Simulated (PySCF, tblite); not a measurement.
# C6H9FSi+ (doublet): geometry, infrared bands and EPR parameters

Aim: predict the infrared bands and EPR parameters of C6H9FSi+ (doublet) (`C[C+]=[C][Si@H]1C[C@@H](F)C1`).

Computed with tblite 0.8.0 and PySCF 2.14.0, with density-fitted response routines of our own, on a single molecule in the gas phase. Atoms count from 0, in the outputs and in this text.

## Step 1: The starting structure

17 atoms, charge 1, multiplicity 2; geometry from: force field or distance geometry start.

Bonds of the start (Å): C0–C1 1.49, C1–C2 1.30, C2–Si3 1.84, Si3–C4 1.85, C4–C5 1.52, C5–F6 1.36, C5–C7 1.54, C7–Si3 1.85, C0–H8 1.10, C0–H9 1.11, C0–H10 1.10, Si3–H11 1.44, C4–H12 1.09, C4–H13 1.10, C5–H14 1.10, C7–H15 1.10, C7–H16 1.11.

## Step 2: Relaxing the molecule with GFN2-xTB

Job settings and geometry (Å):

```
{"job": {"kind": "relax", "xc": "GFN2-xTB", "basis": "xTB"}, "charge": 1, "multiplicity": 2}
C      3.693600    -0.012000     0.444300
C      2.344100    -0.422300     0.921700
C      1.104100    -0.675200     1.206500
Si    -0.192800     0.120900     0.173600
C     -1.639600    -0.944200    -0.278300
C     -2.492300     0.314900    -0.234200
F     -3.826100     0.074800    -0.089300
C     -1.728600     0.661500     1.055600
H      3.723800     1.083200     0.434900
H      4.440700    -0.461900     1.125400
H      3.769600    -0.375600    -0.595300
H      0.291500     0.998000    -0.865200
H     -1.508900    -1.382900    -1.272000
H     -1.916200    -1.644800     0.524300
H     -2.196600     0.971900    -1.068400
H     -1.792300     1.729000     1.298400
H     -2.081100    -0.023200     1.857500
```

Launch:

```
$ OMP_NUM_THREADS=1 python probes_run.py task.json out
```

The driver reads the jobs from task.json and runs them one after another.

Log:

```text
step      E/eV     max force
  0    -632.89786    4.608
  1    -633.32451    5.563
  2    -633.50844    2.574
  3    -633.60428    0.779
  4    -633.66812    0.701
  5    -633.71208    0.749
  6    -633.76441    0.609
  7    -633.80684    0.531
  8    -633.84373    0.564
  9    -633.88627    0.609
 10    -633.93857    0.701
 11    -633.99764    0.623
 12    -634.05755    0.604
 13    -634.11278    0.572
 14    -634.17083    0.673
 15    -634.23297    0.657
 16    -634.27338    0.407
 17    -634.29706    0.359
 18    -634.31707    0.403
 19    -634.33670    0.465
 20    -634.35545    0.392
 21    -634.37227    0.313
 22    -634.38800    0.355
 23    -634.40752    0.344
 24    -634.43701    0.450
 25    -634.46669    0.487
 26    -634.49423    0.409
 27    -634.51742    0.405
 28    -634.53966    0.350
 29    -634.55809    0.362
 30    -634.58768    0.501
 31    -634.62094    0.541
 32    -634.66070    0.575
 33    -634.69151    0.578
 34    -634.73241    0.416
 35    -634.76534    1.008
 36    -634.79310    0.348
 37    -634.80629    0.646
 38    -634.81930    0.336
 39    -634.83101    0.243
 40    -634.83834    0.213
 41    -634.84924    0.324
 42    -634.86211    0.300
 43    -634.87263    0.746
 44    -634.88940    0.353
 45    -634.89979    0.267
 46    -634.90525    0.283
 47    -634.90881    0.187
 48    -634.91514    0.192
 49    -634.92110    0.196
 50    -634.92571    0.219
 51    -634.93070    0.227
 52    -634.93865    0.245
 53    -634.94878    0.294
 54    -634.95750    0.366
 55    -634.96386    0.363
 56    -634.97047    0.229
 57    -634.97668    0.199
 58    -634.98200    0.193
 59    -634.98709    0.157
 60    -634.99434    0.177
 61    -634.99780    0.351
 62    -635.00551    0.163
 63    -635.00877    0.139
 64    -635.01285    0.166
 65    -635.01552    0.117
 66    -635.01819    0.110
 67    -635.02035    0.150
 68    -635.02194    0.111
 69    -635.02403    0.093
 70    -635.02624    0.111
 71    -635.02806    0.104
 72    -635.02952    0.106
 73    -635.03043    0.156
 74    -635.03236    0.100
 75    -635.03414    0.157
 76    -635.03564    0.144
 77    -635.03674    0.109
 78    -635.03768    0.088
 79    -635.03836    0.103
 80    -635.03894    0.092
 81    -635.03949    0.070
 82    -635.04012    0.070
 83    -635.04061    0.053
 84    -635.04088    0.030
 85    -635.04105    0.028
 86    -635.04117    0.020
 87    -635.04127    0.026
 88    -635.04137    0.033
 89    -635.04149    0.030
 90    -635.04164    0.030
 91    -635.04181    0.033
 92    -635.04201    0.035
 93    -635.04223    0.041
 94    -635.04242    0.030
 95    -635.04255    0.024
 96    -635.04264    0.024
 97    -635.04273    0.026
 98    -635.04284    0.021
 99    -635.04293    0.022
100    -635.04299    0.020
101    -635.04303    0.017
102    -635.04307    0.016
103    -635.04311    0.014
104    -635.04314    0.013
105    -635.04317    0.010
106    -635.04319    0.009
```

Run time: 0.72 s. Hardware: 1 thread of Arm Neoverse V2, shared host.

Step by step: (not every step is listed)

| step | energy from step 0 (eV) | largest force (eV/Å) |
| --- | --- | --- |
| 0 | 0.0000 | 4.6078 |
| 1 | -0.4266 | 5.5634 |
| 2 | -0.6106 | 2.5737 |
| 3 | -0.7064 | 0.7794 |
| 4 | -0.7703 | 0.7008 |
| 5 | -0.8142 | 0.7487 |
| 6 | -0.8665 | 0.6093 |
| 7 | -0.9090 | 0.5308 |
| 8 | -0.9459 | 0.5640 |
| 17 | -1.3992 | 0.3589 |
| 26 | -1.5964 | 0.4095 |
| 35 | -1.8675 | 1.0085 |
| 44 | -1.9915 | 0.3526 |
| 53 | -2.0509 | 0.2944 |
| 62 | -2.1076 | 0.1628 |
| 71 | -2.1302 | 0.1040 |
| 80 | -2.1411 | 0.0922 |
| 89 | -2.1436 | 0.0303 |
| 98 | -2.1450 | 0.0208 |
| 101 | -2.1452 | 0.0169 |
| 102 | -2.1452 | 0.0157 |
| 103 | -2.1452 | 0.0140 |
| 104 | -2.1453 | 0.0127 |
| 105 | -2.1453 | 0.0099 |
| 106 | -2.1453 | 0.0088 |

Distances of close pairs at the start and the end, largest changes first:

| bond | before (Å) | after (Å) | change (Å) |
| --- | --- | --- | --- |
| Si3–C4 | 1.853 | 1.993 | +0.140 |
| Si3–C7 | 1.852 | 1.989 | +0.137 |
| C1–C2 | 1.297 | 1.218 | -0.079 |
| C0–C1 | 1.489 | 1.420 | -0.069 |
| C7–H16 | 1.112 | 1.086 | -0.026 |
| C2–Si3 | 1.839 | 1.815 | -0.024 |
| C5–C7 | 1.538 | 1.522 | -0.017 |
| C0–H9 | 1.107 | 1.090 | -0.016 |

The next job starts from the end point, and lists it.

## Step 3: Infrared spectrum with GFN2-xTB

Job settings and geometry (Å):

```
{"job": {"kind": "ir", "xc": "GFN2-xTB", "basis": "xTB"}, "charge": 1, "multiplicity": 2}
C      3.615674    -0.501391     1.022788
C      2.370590    -0.080727     0.484772
C      1.294871     0.273403     0.036442
Si    -0.290089     0.828155    -0.652251
C     -1.630160    -0.642103    -0.767013
C     -2.458011    -0.284003     0.456656
F     -2.250122    -1.168793     1.470708
C     -1.726847     1.026285     0.708948
H      4.205826     0.369306     1.313659
H      3.457917    -1.138872     1.892943
H      4.175759    -1.058132     0.269350
H     -0.325023     1.798619    -1.734010
H     -2.177719    -0.563022    -1.699601
H     -1.124211    -1.596432    -0.654808
H     -3.537273    -0.213368     0.305734
H     -2.325168     1.902769     0.485563
H     -1.283014     1.060335     1.699673
```

Log:

```text
mode    cm-1     km/mol
  1      27.9      0.52
  2      30.0      4.65
  3      63.1      2.58
  4      97.4      0.75
  5     176.4     11.00
  6     216.4     30.21
  7     262.7      0.59
  8     331.9      2.47
  9     349.2      0.52
 10     355.6     43.96
 11     393.3     14.55
 12     484.5     33.93
 13     504.8      7.77
 14     566.0     20.76
 15     585.8     16.12
 16     659.4      0.90
 17     677.3    129.98
 18     740.3     86.33
 19     909.3     40.79
 20     946.7    112.12
 21     957.5     15.69
 22     981.1     25.05
 23     992.7     40.26
 24    1019.4      6.12
 25    1066.5      0.29
 26    1126.9     61.27
 27    1158.6     46.16
 28    1161.4     34.31
 29    1186.9      0.07
 30    1288.0     19.72
 31    1333.6      0.62
 32    1342.7    187.11
 33    1356.1     83.77
 34    1365.7     21.76
 35    1376.9     26.85
 36    2239.5   1113.85
 37    2358.3    167.02
 38    2971.9      5.19
 39    2989.5      5.86
 40    2997.8     49.33
 41    3009.8     35.46
 42    3011.3     13.81
 43    3016.7     18.16
 44    3047.2      0.25
 45    3049.8      0.50
```

Wall time 0.54 s (1 thread of Arm Neoverse V2, shared host).

Which atoms move in the most intense modes:

| cm⁻¹ | km/mol | atoms |
| --- | --- | --- |
| 677 | 130.0 | C7 25 %, Si3 25 %, C4 23 %, H16 10 % |
| 740 | 86.3 | H12 13 %, H15 13 %, C7 13 %, C4 13 % |
| 947 | 112.1 | H13 20 %, H16 19 %, C4 17 %, C7 17 % |
| 1127 | 61.3 | C5 20 %, H15 16 %, H12 16 %, C4 16 % |
| 1343 | 187.1 | H13 21 %, H12 19 %, H16 18 %, H15 17 % |
| 1356 | 83.8 | H10 30 %, H8 28 %, C0 21 % |
| 2240 | 1113.8 | C1 52 %, C2 46 % |
| 2358 | 167.0 | H11 96 % |

## Step 4: EPR parameters: B3LYP/pcH-1

The job, as its differences from that of step 3:

```diff
@@ -1,2 +1,2 @@
-{"job": {"kind": "ir", "xc": "GFN2-xTB", "basis": "xTB"}, "charge": 1, "multiplicity": 2}
+{"job": {"kind": "epr", "basis": "pcH-1"}, "charge": 1, "multiplicity": 2}
 C      3.615674    -0.501391     1.022788
```

With the program's defaults for keys left out, this is: UKS B3LYP, pcH-1 on C F H Si, non-relativistic, mean-field spin-orbit, GIAO.

Log:

```text
UKS, coarse grid
  cycle   1  E = -622.94516481  |g| = 4.70e-01
  cycle   2  E = -622.74335946  |g| = 7.84e-01
  cycle   3  E = -623.00538236  |g| = 2.15e-01
  cycle   4  E = -623.03313061  |g| = 5.63e-02
  cycle   5  E = -623.03370280  |g| = 4.31e-02
  cycle   6  E = -623.03465937  |g| = 8.28e-03
  cycle   7  E = -623.03469312  |g| = 2.98e-03
  cycle   8  E = -623.03470035  |g| = 1.40e-03
  cycle   9  E = -623.03470236  |g| = 5.85e-04
UKS, final grid
  cycle   1  E = -623.03474072  |g| = 8.08e-04
  cycle   2  E = -623.03473970  |g| = 1.61e-03
  cycle   3  E = -623.03474113  |g| = 3.00e-04
  cycle   4  E = -623.03474118  |g| = 9.50e-05
  cycle   5  E = -623.03474120  |g| = 9.30e-05
  cycle   6  E = -623.03474121  |g| = 3.21e-05
  cycle   7  E = -623.03474121  |g| = 8.61e-06
E = -623.03474121 Eh   <S^2> = 0.7566 (exact 0.7500)
g shifts (ppm)      1          2          3
  rmc          -160       -160       -160
  gc             22         75         39
  oz_so         270       1750       8700
  total         132       1665       8579
hyperfine (MHz)  atom isotope    a_iso     a_fc   dipolar eigenvalues
    0   13C      -5.95      -5.96     -1.53     -0.63      2.16
    1   13C       6.68       6.62    -14.01    -12.74     26.75
    2   13C      -5.61      -5.77     -9.04     -4.41     13.45
    3  29Si      53.35      53.48    -48.31     20.68     27.63
    4   13C     120.01     119.89    -31.74    -29.43     61.17
    5   13C     -13.09     -13.13     -3.36      0.58      2.78
    6   19F      -7.12      -7.22     -3.73      0.39      3.34
    7   13C     119.83     119.71    -30.98    -28.63     59.61
    8    1H      29.50      29.50     -1.82     -0.89      2.70
    9    1H       0.43       0.43     -1.16     -0.81      1.97
   10    1H      37.28      37.28     -1.90     -0.89      2.79
   11    1H     -13.99     -14.00     -4.50     -1.81      6.31
   12    1H      55.94      55.91    -14.20     -3.82     18.02
   13    1H      63.45      63.42    -14.27     -3.85     18.12
   14    1H      -2.12      -2.12     -4.09     -1.30      5.39
   15    1H      54.04      54.02    -13.85     -3.71     17.55
   16    1H      66.03      66.01    -13.94     -3.87     17.81
```

Wall time 2 min (1 thread of Arm Neoverse V2, shared host); peak memory 1.1 GiB.

Principal g values 2.00245, 2.00398, 2.01090; g(iso) = 2.00578, against 2.00232 for a free electron.

Hyperfine couplings; where a row names several nuclei, a(iso) is their mean (it holds for fast rotation or exchange) and the dipolar term the largest among them:

| nuclei | isotope | a(iso) (MHz) | a(iso) (G, at g = 2.0023) | largest dipolar term (MHz) |
| --- | --- | --- | --- | --- |
| C4, C7 | 13C | 119.9 | 42.8 | 61.2 |
| H13, H16 | 1H | 64.7 | 23.1 | 18.1 |
| H12, H15 | 1H | 55.0 | 19.6 | 18.0 |
| Si3 | 29Si | 53.3 | 19.0 | -48.3 |
| H8, H9, H10 | 1H | 22.4 | 8.0 | 2.8 |
| H11 | 1H | -14.0 | -5.0 | 6.3 |
| C5 | 13C | -13.1 | -4.7 | -3.4 |
| F6 | 19F | -7.1 | -2.5 | -3.7 |
| C1 | 13C | 6.7 | 2.4 | 26.7 |
| C0 | 13C | -6.0 | -2.1 | 2.2 |
| C2 | 13C | -5.6 | -2.0 | 13.4 |
| H14 | 1H | -2.1 | -0.8 | 5.4 |

Mulliken spin populations:

C0 -0.01; C1 0.15; C2 0.04; Si3 0.11; C4 0.32; C5 -0.02; F6 0.00; C7 0.31; H8 0.01; H9 0.00; H10 0.01; H11 -0.01; H12 0.02; H13 0.02; H14 0.00; H15 0.02; H16 0.02

In first order the couplings over 0.8 MHz of 1H, 19F give 288 distinct lines over 117.7 G, if the averaged nuclei exchange fast.

The fields below are evaluated on a grid from the run's orbitals.

ELF in a plane through or near 9 of the atoms.

Ten even steps from '0' (0.00) to '9' (1.00):
```
0000000000000000000000000000
0000000000000000000000000000
0000000000000036510000000000
0000000000000699982000000000
0000000000000699992000000000
0000000002211499950000000000
0000000024554312520000000000
0000231147868457130000000000
0001586565835811631000000000
0001582682867623345358700000
0000251486776200164699930000
0000289832443000041699930000
0000499940010002677227800000
0000299930000004837600000000
0000036300000002578610000000
0000000000000000022100000000
0000000000000000000000000000
0000000000000000000000000000
0000000000000000000000000000
0000000000000000000000000000
```
The map spans 13.7 Å across and 10.4 Å up, centred on the molecule. Atoms in the plane (x, y in Å): C0 (-3.7, -0.2), C1 (-2.4, 0.2), C2 (-1.2, 0.6), Si3 (0.5, 1.2), C5 (2.4, -0.8), F6 (1.9, -2.0), H9 (-3.8, -1.3), H11 (0.8, 2.6), H14 (3.5, -0.8).

log10 of the density (e/Å³) in the same plane.

Ten even steps from ' ' (-4.0) to '@' (1.2):
```
                                                        
                          ....::....                    
                        ..::------::..                  
                    ....::--==++++==::..                
                ..::::----++**##**++--::                
        ....::::--========****####++==::..              
      ..::------==++++++****####**++==--::..            
    ..--==++++++****########@@@@##**++==--::..          
  ..::==++**######%%%%@@%%########****++==--::..        
  ..::==**##%%%%%%%%%%####********####****++==::..      
  ..::==++##%%%%######****++++++**##%%####**++--..      
    ::--++##%%##**++++++====--==**##%%%%##**++--..      
    ..--==**##**++==------::--++##%%%%##**++==::..      
      ::--==++====::::......--++##@@@@##++--::..        
      ..::------::..        ::++**%%%%**==::..          
          ......              --==++++==--              
                                ..::::..                
                                                        
                                                        
                                                        
```
The map spans 13.7 Å across and 10.4 Å up, centred on the molecule. Atoms in the plane (x, y in Å): C0 (-3.7, -0.2), C1 (-2.4, 0.2), C2 (-1.2, 0.6), Si3 (0.5, 1.2), C5 (2.4, -0.8), F6 (1.9, -2.0), H9 (-3.8, -1.3), H11 (0.8, 2.6), H14 (3.5, -0.8).

On the surface of density 0.002 e/bohr³ the electrostatic potential runs, from the 1st to the 99th percentile, from 2.21 V near F6 to 5.94 V near H11.

The spin density lies nearest to C4, C7 about 21 % each; Si3 13 %; C1 11 %; C2 8 %.

## Step 5: Outcome

| quantity | value |
| --- | --- |
| strongest single infrared mode (GFN2-xTB) | 2240 cm⁻¹, 1114 km/mol |
| zero-point energy (GFN2-xTB) | 78.3 kcal/mol |
| g(iso) (B3LYP) | 2.00578 |
| ⟨S²⟩ | 0.757 (exact 0.75) |
| largest a(iso) (averaged by class) | 13C on C4, C7, 119.9 MHz |

**Reading.** Over 106 steps the energy fell by 2.145 eV; of the close pairs, Si3–C4 changed most, 1.853 to 1.993 Å. All 45 modes are real, so the xTB geometry is a minimum. The strongest single mode, at 2240 cm⁻¹, moves mainly C1 and C2. Unscaled tight-binding wavenumbers are off by several per cent, some by more. Its intensities can rank the bands wrongly. The largest spin populations lie on C4 (0.32 e), C7 (0.31 e). The isotropic g lies 3.5 ppt above the free-electron value.
